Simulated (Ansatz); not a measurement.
# Ge3Pd: the cost of one run

Method: DFT PBE, scalar-relativistic, plane waves, PAW, in Ansatz 0.2.0.

### Step 1. Starting point

The structure is cubic, space group Pm-3m (No. 221). The conventional cell has a = 4.040 Å, b = 4.040 Å, c = 4.040 Å, α = 90.00°, β = 90.00°, γ = 90.00°. Ge (site symmetry 4/mmm) has 8 Ge at 2.86 Å and 4 Pd at 2.86 Å as nearest neighbours. Pd (site symmetry m-3m) has 12 Ge at 2.86 Å as nearest neighbours.

Coordinates:

```
CELL_PARAMETERS angstrom
4.04011 0.00000 0.00000
0.00000 4.04011 0.00000
0.00000 0.00000 4.04011
ATOMIC_POSITIONS crystal
Ge 0.00000 0.50000 0.50000
Ge 0.50000 0.00000 0.50000
Ge 0.50000 0.50000 0.00000
Pd 0.00000 0.00000 0.00000
```

This is candidate A: Cu3Au (L1_2) type (Pm-3m, No. 221).

(A quick probe on a coarse mesh, which set the mesh and smearing, is not shown.)

### Step 3. Rough relaxation on the coarse mesh (candidate A)

Input file input.yaml:

```yaml
crystal:
  lattice:
    - [4.0401051274, 0.0, 0.0]
    - [0.0, 4.0401051274, 0.0]
    - [0.0, 0.0, 4.0401051274]
  atoms:
    - { symbol: Ge, position: [0.0, 0.5, 0.5] }
    - { symbol: Ge, position: [0.5, 0.0, 0.5] }
    - { symbol: Ge, position: [0.5, 0.5, 0.0] }
    - { symbol: Pd, position: [0.0, 0.0, 0.0] }
basis:
  ecutwfc: 420
kpoints:
  mp_grid: { grid: [4, 4, 4] }
hamiltonian:
  xc: pbe
scf:
  occupations: { method: gaussian, width: 0.1 }
  lower_state_search: "off"
output:
  forces: true
  stress: true
  eigenvalues: true
relax:
  adjacent_minimum: "off"
  f_tol: 0.04
  max_steps: 70
  cell: { stress_tol: 0.4 }
```

Started as:

```
$ ansatz run input.yaml --threads 1 --pin off --max-ram 2560MiB --backend cpu --events-out ev --progress --plain --runs-dir out
```

Q: Estimate wall time and peak memory on 1 thread of Intel Xeon 6975P-C (Granite Rapids), shared host.

About 4.5 s, with a peak of 0.36 GiB.
